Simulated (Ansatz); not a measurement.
# CH7BSSi: how energies converge with the basis set

One table from this session's results is given with a row withheld; the runs are named, their logs left out.

Computed with Ansatz 0.2.0, Gaussian basis. Level: one geometry, several basis sets.

Plan: PBE0-D4/def2-SVP; ωB97M-V/def2-SVP; PBE0-D4/def2-QZVPP; ωB97M-V/def2-QZVPP; the functionals' def2-TZVPP values are taken from earlier runs.

### The relaxed structure

An earlier PBE0-D4 in a triple-zeta def2 set relaxation fixed the geometry.

SMILES `CB[SiH2]S`, 11 atoms, charge 0, spin multiplicity 1.

Atoms are counted from 1 here; the program's logs count them from 0.

Bond lengths: C1–B2 1.547 Å, C1–H5 1.092 Å, C1–H6 1.106 Å, C1–H7 1.091 Å, B2–Si3 2.016 Å, B2–H8 1.201 Å, Si3–S4 2.149 Å, Si3–H9 1.492 Å, Si3–H10 1.492 Å, S4–H11 1.343 Å. Angles: B2–C1–H5 114.7°, B2–C1–H6 102.9°, B2–C1–H7 116.2°, H5–C1–H6 105.4°, H5–C1–H7 110.4°, H6–C1–H7 106.0°, C1–B2–Si3 124.3°, C1–B2–H8 119.2°, Si3–B2–H8 116.4°, B2–Si3–S4 108.6°, B2–Si3–H9 111.0°, B2–Si3–H10 110.1°, S4–Si3–H9 110.2°, S4–Si3–H10 110.3°, H9–Si3–H10 106.6°, Si3–S4–H11 95.9°.

Set-up of the first run:

Contents of in.yaml:

```yaml
crystal:
  periodic: [false, false, false]
  atoms:
    - {symbol: C, position_ang: [-1.125893, 1.336249, -0.420210]}
    - {symbol: B, position_ang: [0.367053, 0.946174, -0.303603]}
    - {symbol: Si, position_ang: [1.023906, -0.880452, 0.239910]}
    - {symbol: S, position_ang: [-0.677532, -2.153324, 0.558671]}
    - {symbol: H, position_ang: [-1.331999, 2.144847, -1.124859]}
    - {symbol: H, position_ang: [-1.350356, 1.752494, 0.579373]}
    - {symbol: H, position_ang: [-1.828158, 0.513865, -0.567731]}
    - {symbol: H, position_ang: [1.208174, 1.784809, -0.482294]}
    - {symbol: H, position_ang: [1.850193, -0.804650, 1.479629]}
    - {symbol: H, position_ang: [1.902265, -1.448556, -0.824451]}
    - {symbol: H, position_ang: [0.027748, -3.248457, 0.886163]}
basis:
  gaussian: {orbitals: def2-SVP}
hamiltonian: {xc: pbe0, dispersion: d4}
output: {orbitals: {seedname: orbitals}}
```

Run with:

```sh
ansatz run in.yaml --threads 2 --pin off --events-out ev --progress --plain --max-ram 4352MiB
```

Steps of the session up to this table: PBE0-D4 in def2-SVP; ωB97M-V in def2-SVP; PBE0-D4 in def2-QZVPP; ωB97M-V in def2-QZVPP.

One table of the session follows, with a row left open; its other results are not shown here.

It belongs to the step «Functionals by basis». 

```
functional       basis  HOMO (eV)  LUMO (eV)
   PBE0-D4    def2-SVP      -7.12      -1.89
   PBE0-D4  def2-TZVPP      -7.28      -1.96
   PBE0-D4  def2-QZVPP          ?          ?
   ωB97M-V    def2-SVP      -9.28       0.16
   ωB97M-V  def2-TZVPP      -9.48       0.01
   ωB97M-V  def2-QZVPP      -9.52      -0.04
```

Estimate the missing values for PBE0-D4, def2-QZVPP.

**Answer.** HOMO (eV): -7.31; LUMO (eV): -1.98. In the column «HOMO (eV)» it lies between ωB97M-V, def2-SVP (-9.28) and PBE0-D4, def2-TZVPP (-7.28).
